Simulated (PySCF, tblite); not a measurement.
# C19H13N: electronic excitations, NMR shifts

Aim: compute the electronic excitations, NMR shifts of C19H13N (`c1ccc2c(c1)ccc1c(-c3ccncc3)cccc12`).

Computed with tblite 0.8.0 and PySCF 2.14.0 and routines of our own; the level stands in each step. Atoms count from 0.

## 1. The system as given

33 atoms, charge 0, multiplicity 1; geometry from: force field, distance geometry or constructed start.

## 2. Geometry optimisation with GFN2-xTB

Job settings and geometry (Å):

```
{"job": {"kind": "relax", "xc": "GFN2-xTB", "basis": "xTB"}, "charge": 0, "multiplicity": 1}
C      4.670600     1.475100     0.750600
C      4.797800     0.221300     0.181600
C      3.667700    -0.516400    -0.161700
C      2.345200    -0.015400     0.028900
C      2.241800     1.268400     0.616800
C      3.389700     1.997800     0.960200
C      0.987400     1.829800     0.837800
C     -0.169100     1.136400     0.508400
C     -0.130800    -0.152200    -0.070400
C     -1.330700    -0.856700    -0.408500
C     -2.673700    -0.299500    -0.186400
C     -3.309600     0.459900    -1.171000
C     -4.575500     0.964000    -0.907300
N     -5.236200     0.759700     0.241300
C     -4.613600     0.025600     1.183000
C     -3.350000    -0.522700     1.024900
C     -1.242500    -2.132000    -0.982600
C     -0.011500    -2.721400    -1.224400
C      1.155200    -2.028500    -0.889500
C      1.144200    -0.737600    -0.308300
H      5.542700     2.056300     1.029200
H      5.788600    -0.198600     0.018400
H      3.834000    -1.489100    -0.593700
H      3.299700     2.983800     1.405100
H      0.891700     2.819800     1.285300
H     -1.128900     1.623400     0.712400
H     -2.823700     0.665100    -2.122600
H     -5.099200     1.560600    -1.650400
H     -5.168300    -0.129000     2.101000
H     -2.896900    -1.107900     1.817500
H     -2.145000    -2.677200    -1.246400
H      0.046300    -3.706800    -1.667500
H      2.092300    -2.537000    -1.104300
```

The run is started by

```sh
> OMP_NUM_THREADS=1 python large_run.py task.json out
```

One launch serves the whole session: the jobs run in the order shown.

Standard output:

```text
step      E/eV     max force
  0   -1366.54593    2.411
  1   -1366.67603    1.088
  2   -1366.70592    0.295
  3   -1366.71859    0.188
  4   -1366.73586    0.275
  5   -1366.74350    0.170
  6   -1366.74939    0.162
  7   -1366.75349    0.108
  8   -1366.75731    0.113
  9   -1366.75992    0.110
 10   -1366.76155    0.070
 11   -1366.76248    0.055
 12   -1366.76316    0.055
 13   -1366.76390    0.057
 14   -1366.76482    0.062
 15   -1366.76574    0.057
 16   -1366.76640    0.040
 17   -1366.76678    0.032
 18   -1366.76705    0.039
 19   -1366.76729    0.032
 20   -1366.76748    0.025
 21   -1366.76759    0.019
```

It took 0.45 s on 1 thread of Arm Neoverse V1, shared host; peak memory 0.18 GiB.

Along the way:

```csv
step,energy from step 0 (eV),largest force (eV/Å)
0,0.0000,2.4101
1,-0.1301,1.0885
2,-0.1600,0.2945
3,-0.1727,0.1874
4,-0.1899,0.2752
5,-0.1976,0.1694
6,-0.2035,0.1626
7,-0.2076,0.1078
8,-0.2114,0.1128
9,-0.2140,0.1106
10,-0.2156,0.0696
11,-0.2166,0.0543
12,-0.2172,0.0557
13,-0.2180,0.0572
14,-0.2189,0.0624
15,-0.2198,0.0562
16,-0.2205,0.0400
17,-0.2208,0.0319
18,-0.2211,0.0396
19,-0.2214,0.0322
20,-0.2215,0.0251
21,-0.2217,0.0188
```

Distances of close pairs at the start and the end, largest changes first:

```csv
bond,before (Å),after (Å),change (Å)
C6–C7,1.388,1.352,-0.036
C4–C6,1.392,1.424,+0.032
C0–C5,1.399,1.371,-0.029
C17–C18,1.398,1.372,-0.025
C9–C16,1.401,1.377,-0.025
N13–C14,1.347,1.322,-0.024
C2–C3,1.427,1.404,-0.023
C8–C9,1.432,1.411,-0.021
```

The final coordinates are the input of the step that follows.

## 3. Electronic excitations: TDA PBE0/def2-SVP

Job settings and geometry (Å):

```
{"job": {"kind": "uv", "basis": "def2-SVP", "grid": 1, "kgrid": 0, "vcut": 1.5, "nstates": 6, "ntriplets": 2, "tda": true, "delta": [], "pop": true, "xc": "PBE0"}, "charge": 0, "multiplicity": 1}
C      4.625050     1.461545     0.743144
C      4.749107     0.193455     0.175029
C      3.632622    -0.527394    -0.169002
C      2.340160    -0.017727     0.035568
C      2.221716     1.268472     0.612460
C      3.377627     1.987852     0.956492
C      0.930683     1.824306     0.838365
C     -0.191929     1.145451     0.512507
C     -0.120586    -0.153252    -0.070478
C     -1.296810    -0.856056    -0.408958
C     -2.634563    -0.269925    -0.170154
C     -3.274759     0.479098    -1.152718
C     -4.549439     0.956671    -0.896271
N     -5.196930     0.739496     0.235799
C     -4.588207     0.027837     1.169063
C     -3.315452    -0.498566     1.021700
C     -1.219060    -2.109963    -0.972041
C      0.022455    -2.693361    -1.211777
C      1.176924    -2.024956    -0.889186
C      1.142893    -0.745004    -0.313711
H      5.509048     2.020778     1.010410
H      5.730645    -0.224103     0.005536
H      3.765506    -1.503896    -0.606359
H      3.265354     2.968972     1.395790
H      0.871067     2.809081     1.279998
H     -1.167098     1.577666     0.688873
H     -2.786053     0.676919    -2.094879
H     -5.084962     1.536902    -1.636455
H     -5.154311    -0.132843     2.077412
H     -2.858864    -1.078326     1.809748
H     -2.125823    -2.639097    -1.227106
H      0.071865    -3.677224    -1.654049
H      2.121964    -2.503716    -1.087599
```

Level: TDA PBE0/def2-SVP, vertical, gas phase, core orbitals frozen in the response, virtual orbitals cut by energy.

Standard output:

```text
start: PBE on a coarse grid of 28144 points
cycle   1  E = -784.7637027697  dE =  3.181e+00  |g| = 6.856e-01  |ddm| = 8.282e+00
cycle   2  E = -784.6930525924  dE =  7.065e-02  |g| = 8.760e-01  |ddm| = 2.347e+00
cycle   3  E = -784.8972442280  dE = -2.042e-01  |g| = 2.056e-01  |ddm| = 1.408e+00
cycle   4  E = -784.9047648725  dE = -7.521e-03  |g| = 1.064e-01  |ddm| = 3.434e-01
cycle   5  E = -784.9076365278  dE = -2.872e-03  |g| = 3.952e-02  |ddm| = 2.016e-01
cycle   6  E = -784.9080577887  dE = -4.213e-04  |g| = 9.725e-03  |ddm| = 5.371e-02
final grid: 123916 points
cycle   7  E = -785.1414564564  dE = -8.772e-03  |g| = 4.250e-02  |ddm| = 1.438e+00
cycle   8  E = -785.1413800148  dE =  7.644e-05  |g| = 4.678e-02  |ddm| = 1.321e-01
cycle   9  E = -785.1419218601  dE = -5.418e-04  |g| = 1.852e-02  |ddm| = 8.614e-02
cycle  10  E = -785.1420170162  dE = -9.516e-05  |g| = 2.906e-03  |ddm| = 2.692e-02
cycle  11  E = -785.1420204239  dE = -3.408e-06  |g| = 1.144e-03  |ddm| = 5.413e-03
cycle  12  E = -785.1420196142  dE =  8.098e-07  |g| = 4.434e-04  |ddm| = 1.677e-03
cycle  13  E = -785.1420192098  dE =  4.044e-07  |g| = 1.218e-04  |ddm| = 7.187e-04
cycle  14  E = -785.1420200314  dE = -8.217e-07  |g| = 3.359e-05  |ddm| = 2.369e-04
converged SCF energy = -785.1420200314

Static polarisability (au): isotropic 210.264, principal 119.417 202.675 308.701

Singlet excitations
state   eV       nm        f      main configurations
  1   4.1320    300.1   0.00167   H->L+1 0.56, H-1->L 0.41
  2   4.4775    276.9   0.10671   H->L 0.72, H-1->L+1 0.23
  3   4.8702    254.6   0.00009   H->L+2 0.93
  4   4.9407    250.9   0.00227   H-2->L+2 0.99
  5   4.9937    248.3   0.00000   H-2->L+3 0.56, H-2->L 0.34
  6   5.1339    241.5   0.21408   H-1->L 0.48, H->L+1 0.35

Triplet excitations (Tamm-Dancoff, eV): 3.0640 3.6244
```

It took 61 s on 1 thread of Arm Neoverse V1, shared host; peak memory 0.63 GiB.

The orbitals next to the gap, with their largest atomic shares:

```csv
orbital,eV,atoms
HOMO−4,-7.79,"C4 12 %, C1 12 %, C8 12 %"
HOMO−3,-7.67,"C11 19 %, C15 19 %, C14 19 %"
HOMO−2,-7.24,"N13 66 %, C14 7 %, C12 7 %"
HOMO−1,-6.70,"C0 16 %, C16 16 %, C2 11 %"
HOMO,-6.37,"C7 16 %, C6 15 %, C1 11 %"
LUMO,-1.32,"C6 17 %, C7 14 %, C17 11 %"
LUMO+1,-1.15,"C16 15 %, C0 14 %, C18 12 %"
LUMO+2,-0.67,"C10 32 %, N13 26 %, C14 10 %"
LUMO+3,-0.36,"C14 21 %, C12 21 %, C15 20 %"
```

With each of the 6 states as a Gaussian band of 0.4 eV half-width at 1/e, the curve within the window shown has maxima at 243 nm (ε 9,100) L/(mol cm). Beyond the last state computed it falls off for lack of states. The curve at chosen wavelengths:

| nm | ε (L/mol/cm) |
| --- | --- |
| 228 | 4974 |
| 233 | 7115 |
| 238 | 8611 |
| 243 | 9070 |
| 248 | 8596 |
| 252 | 7846 |
| 257 | 6860 |
| 262 | 6102 |
| 267 | 5622 |
| 272 | 5291 |
| 277 | 4944 |
| 282 | 4479 |
| 287 | 3879 |
| 291 | 3337 |
| 296 | 2644 |
| 301 | 1998 |
| 306 | 1447 |
| 311 | 1007 |
| 316 | 678 |
| 321 | 443 |
| 326 | 282 |
| 330 | 194 |
| 335 | 119 |
| 340 | 72 |
| 345 | 43 |
| 350 | 26 |

Leading natural transition orbitals of singlet state 6: the hole lies on C0, C2, C5 about 13 % each; C16, C19 about 11 % each; C3, C18 about 7 % each; the particle on C6 16 %; C7 12 %; C5, C19 about 7 % each.

Leading natural transition orbitals of singlet state 1: the hole lies on C6, C7 about 14 % each; C1, C9, C17 about 9 % each; C3, C5, C18 about 6 % each; the particle on C0, C16, C19 about 11 % each; C2, C3, C18 about 8 % each; C5, C8, C9 about 6 % each.

Ground-state properties from the same run:

```csv
property,computed
dipole moment (D),2.46
polarisability (Å³),31.16
HOMO–LUMO gap (eV),5.05
−ε(HOMO) (eV),6.37
```

Orbitals, density, ELF and potential are computed afterwards from the orbital file.

Frontier orbitals at PBE0/def2-SVP, with the share of their density that lies nearest to each atom:

```csv
orbital,energy (eV),lies on
HOMO,-6.37,"C6, C7 about 14 % each; 4 C atoms about 9 % each"
LUMO,-1.32,"C6, C7 about 13 % each; C1, C17 about 8 % each; C5, C9 about 7 % each"
```

ELF in a plane through or near 25 of the atoms.

Ten even steps from '0' (0.00) to '9' (1.00):
```
0000000000000000000000000000
0000000000000000000000000000
0000000000000000000000000000
0000000000000000000000000000
0000002993099600000000000000
0001103996299701200000000000
0029962784276449910004775000
0049995629674869900016798100
0005862654364337113016398200
0000168206820673153302563000
0039973856485818491610000000
0049994426543534253410000000
0007822994078406740000000000
0000005991878846299400000000
0000001402995666499900000000
0000000001830898015100000000
0000000000000999000000000000
0000000000000484000000000000
0000000000000000000000000000
0000000000000000000000000000
```
The map spans 16.6 Å across and 13.2 Å up, centred on the molecule. Atoms in the plane (x, y in Å): C0 (-4.8, 1.2), C1 (-4.8, -0.2), C2 (-3.6, -0.9), C3 (-2.3, -0.2), C4 (-2.3, 1.2), C5 (-3.6, 1.9), C6 (-1.1, 1.9), C7 (0.1, 1.3), C8 (0.1, -0.2), C9 (1.4, -0.8), C10 (2.7, -0.1), N13 (5.1, 1.2), C16 (1.4, -2.2), C17 (0.2, -2.9), C18 (-1.0, -2.3), C19 (-1.1, -0.9), H20 (-5.7, 1.8), H21 (-5.7, -0.7), H22 (-3.6, -1.9), H23 (-3.5, 3.0), H24 (-1.1, 3.0), H25 (1.0, 1.8), H30 (2.4, -2.7), H31 (0.3, -4.0), H32 (-1.9, -2.9).

On the surface of density 0.002 e/bohr³ the electrostatic potential runs, from the 1st to the 99th percentile, from -1.58 V near N13 to 0.99 V near H32.

## 4. NMR shifts: GIAO KT3/pcSseg-1

The job, as its differences from that of step 3:

```diff
@@ -1,2 +1,2 @@
-{"job": {"kind": "uv", "basis": "def2-SVP", "grid": 1, "kgrid": 0, "vcut": 1.5, "nstates": 6, "ntriplets": 2, "tda": true, "delta": [], "pop": true, "xc": "PBE0"}, "charge": 0, "multiplicity": 1}
+{"job": {"kind": "nmr", "xc": "KT3", "basis": "pcSseg-1", "pop": false}, "charge": 0, "multiplicity": 1}
 C      4.625050     1.461545     0.743144
```

With the program's defaults for keys left out, this is: GIAO KT3/pcSseg-1 NMR shielding, non-relativistic, gas phase.

Standard output:

```text
start: PBE on a coarse grid of 28144 points
cycle   1  E = -785.2219585791  dE =  3.354e+00  |g| = 7.406e-01  |ddm| = 6.843e+00
cycle   2  E = -785.1343188544  dE =  8.764e-02  |g| = 9.536e-01  |ddm| = 2.591e+00
cycle   3  E = -785.3698494634  dE = -2.355e-01  |g| = 2.059e-01  |ddm| = 1.585e+00
cycle   4  E = -785.3769581210  dE = -7.109e-03  |g| = 1.067e-01  |ddm| = 3.170e-01
cycle   5  E = -785.3798666731  dE = -2.909e-03  |g| = 3.573e-02  |ddm| = 1.905e-01
cycle   6  E = -785.3801973890  dE = -3.307e-04  |g| = 9.535e-03  |ddm| = 4.430e-02
final grid: 263097 points
cycle   7  E = -799.5297560519  dE = -4.631e-02  |g| = 4.313e-02  |ddm| = 1.534e+00
cycle   8  E = -799.5275100200  dE =  2.246e-03  |g| = 1.009e-01  |ddm| = 1.644e-01
cycle   9  E = -799.5301117895  dE = -2.602e-03  |g| = 1.849e-02  |ddm| = 1.400e-01
cycle  10  E = -799.5301914289  dE = -7.964e-05  |g| = 9.809e-03  |ddm| = 3.529e-02
cycle  11  E = -799.5302174556  dE = -2.603e-05  |g| = 2.177e-03  |ddm| = 1.382e-02
cycle  12  E = -799.5302174223  dE =  3.331e-08  |g| = 7.790e-04  |ddm| = 3.463e-03
cycle  13  E = -799.5302192860  dE = -1.864e-06  |g| = 3.524e-04  |ddm| = 1.337e-03
cycle  14  E = -799.5302161658  dE =  3.120e-06  |g| = 1.144e-04  |ddm| = 6.642e-04
cycle  15  E = -799.5302191737  dE = -3.008e-06  |g| = 3.930e-05  |ddm| = 2.484e-04
converged SCF energy = -799.5302191737

GIAO shielding tensors (ppm)
atom      isotropic    diamagn.    paramagn.     s11        s22        s33       span
  0 C       64.134     252.889    -188.755    -34.448     54.138    172.712    207.160
  1 C       64.252     249.595    -185.343    -34.165     55.302    171.618    205.783
  2 C       68.705     244.924    -176.219    -26.701     56.918    175.898    202.598
  3 C       62.765     244.742    -181.977    -10.333     17.069    181.560    191.893
  4 C       60.938     255.708    -194.770     -9.921      5.027    187.707    197.629
  5 C       61.967     241.731    -179.764    -28.763     57.172    157.490    186.253
  6 C       62.880     253.714    -190.835    -26.214     61.739    153.114    179.328
  7 C       64.751     254.556    -189.806    -27.774     57.785    164.241    192.015
  8 C       62.417     253.857    -191.439     -5.223      7.984    184.491    189.715
  9 C       50.312     257.830    -207.518    -26.259     24.968    152.226    178.485
 10 C       40.502     259.369    -218.867    -48.611      3.075    167.044    215.655
 11 C       65.676     248.772    -183.096    -35.845     67.082    165.792    201.637
 12 C       42.685     252.354    -209.669    -54.768     41.264    141.560    196.328
 13 N      -62.841     332.156    -394.998   -346.414   -140.081    297.971    644.386
 14 C       42.684     252.366    -209.682    -54.772     41.268    141.557    196.329
 15 C       65.676     248.774    -183.098    -35.844     67.072    165.799    201.644
 16 C       63.851     248.095    -184.244    -30.330     58.343    163.541    193.871
 17 C       65.911     255.463    -189.552    -31.849     56.992    172.589    204.438
 18 C       68.918     250.102    -181.183    -25.459     56.229    175.985    201.444
 19 C       63.077     250.069    -186.991     -9.202     15.952    182.482    191.684
 20 H       24.090      27.355      -3.266     19.863     25.535     26.870      7.007
 21 H       23.998      27.993      -3.995     19.422     25.348     27.224      7.802
 22 H       22.935      36.302     -13.367     15.818     23.793     29.194     13.376
 23 H       23.938      32.393      -8.456     18.895     24.512     28.406      9.511
 24 H       24.150      35.838     -11.688     18.677     24.762     29.009     10.332
 25 H       24.376      37.443     -13.067     17.421     22.506     33.200     15.779
 26 H       24.677      35.055     -10.379     20.794     22.284     30.951     10.157
 27 H       22.948      27.610      -4.662     19.230     22.354     27.261      8.032
 28 H       22.948      27.610      -4.662     19.231     22.352     27.261      8.030
 29 H       24.676      35.057     -10.381     20.795     22.284     30.949     10.154
 30 H       24.383      34.336      -9.954     19.764     23.350     30.033     10.269
 31 H       24.029      30.755      -6.726     19.466     25.770     26.850      7.384
 32 H       22.915      36.970     -14.055     15.813     24.281     28.650     12.836
```

It took 46 s on 1 thread of Arm Neoverse V1, shared host; peak memory 0.62 GiB.

The references, computed at this level on geometries of the same kind, shield at (ppm): 1H TMS 31.76, 13C TMS 184.7, 15N NH3 264.4. Their shielding less the atom's gives the shift. The references are single molecules in the gas phase, so shifts against H2O, NH3, PH3, H3PO4 or CFCl3 are not on the usual liquid scales and can be off by tens of ppm. Atoms listed in one row are averaged.

```csv
atoms,environment,σ (ppm),δ (ppm)
C10,substituted aromatic carbon,40.5,144.2
"C12, C14",aromatic CH next to a ring nitrogen,42.7,142.0
C9,substituted aromatic carbon,50.3,134.4
C4,ring-fusion aromatic carbon,60.9,123.8
C5,aromatic CH,62.0,122.8
C8,ring-fusion aromatic carbon,62.4,122.3
C3,ring-fusion aromatic carbon,62.8,122.0
C6,aromatic CH,62.9,121.8
C19,ring-fusion aromatic carbon,63.1,121.6
C16,aromatic CH,63.9,120.9
C0,aromatic CH,64.1,120.6
C1,aromatic CH,64.3,120.5
C7,aromatic CH,64.8,120.0
"C11, C15",aromatic CH,65.7,119.0
C17,aromatic CH,65.9,118.8
C2,aromatic CH,68.7,116.0
C18,aromatic CH,68.9,115.8
H32,hydrogen on an aromatic CH,22.91,8.85
H22,hydrogen on an aromatic CH,22.94,8.82
"H27, H28",hydrogen on an aromatic CH next to a ring nitrogen,22.95,8.81
H23,hydrogen on an aromatic CH,23.94,7.82
H21,hydrogen on an aromatic CH,24.00,7.76
H31,hydrogen on an aromatic CH,24.03,7.73
H20,hydrogen on an aromatic CH,24.09,7.67
H24,hydrogen on an aromatic CH,24.15,7.61
H25,hydrogen on an aromatic CH,24.38,7.38
H30,hydrogen on an aromatic CH,24.38,7.38
"H26, H29",hydrogen on an aromatic CH,24.68,7.08
N13,pyridine-type ring nitrogen,-62.8,327.2
```

Ring of atoms C0, C1, C2, C3, C4, C5: NICS(0) -9.0, NICS(1) -11.5, NICS(1)zz -28.6 ppm (means of both faces).

Ring of atoms C3, C4, C6, C7, C8, C19: NICS(0) -5.9, NICS(1) -9.1, NICS(1)zz -20.4 ppm (means of both faces).

Ring of atoms C8, C9, C16, C17, C18, C19: NICS(0) -8.7, NICS(1) -11.0, NICS(1)zz -28.0 ppm (means of both faces).

## 5. Outcome

| quantity | value |
| --- | --- |
| lowest singlet (PBE0/def2-SVP) | 4.13 eV (300 nm), f = 0.002 |
| brightest single state of those computed | state 6, 5.13 eV, f = 0.214 |
| lowest triplet | 3.06 eV |
| surface potential, 1st and 99th percentile | -1.58 V and 0.99 V |
| 13C shifts against TMS (KT3/pcSseg-1, means over atoms taken as alike) | 144.2, 142.0, 134.4, 123.8, 122.8, 122.3, 122.0, 121.8, 121.6, 120.9, 120.6, 120.5, 120.0, 119.0 ppm and more |
| 1H shifts against TMS (KT3/pcSseg-1, means over atoms taken as alike) | 8.85, 8.82, 8.81, 7.82, 7.76, 7.73, 7.67, 7.61, 7.38, 7.38, 7.08 ppm |
| 15N shifts against NH3 (KT3/pcSseg-1) | 327.2 ppm |

What this shows: The lowest singlet, at 4.13 eV, is HOMO→LUMO+1 0.56, HOMO−1→LUMO 0.41 and is weak; of the 6 states computed, the strongest absorption comes from state 6 at 5.13 eV (the last computed, so partners may be missing). The lowest triplet lies 1.07 eV below the lowest singlet. By nearest atom (PBE0/def2-SVP), the HOMO sits on C6, C7 about 14 % each; 4 C atoms about 9 % each and the LUMO on C6, C7 about 13 % each; C1, C17 about 8 % each. At KT3/pcSseg-1: The largest span, 644 ppm, is at N13, where the paramagnetic term is -395 ppm. NICS(1)zz of -29 ppm above the planar ring from C0 marks a diatropic (aromatic) ring current. NICS(1)zz of -20 ppm above the planar ring from C3 marks a diatropic (aromatic) ring current. NICS(1)zz of -28 ppm above the planar ring from C8 marks a diatropic (aromatic) ring current.
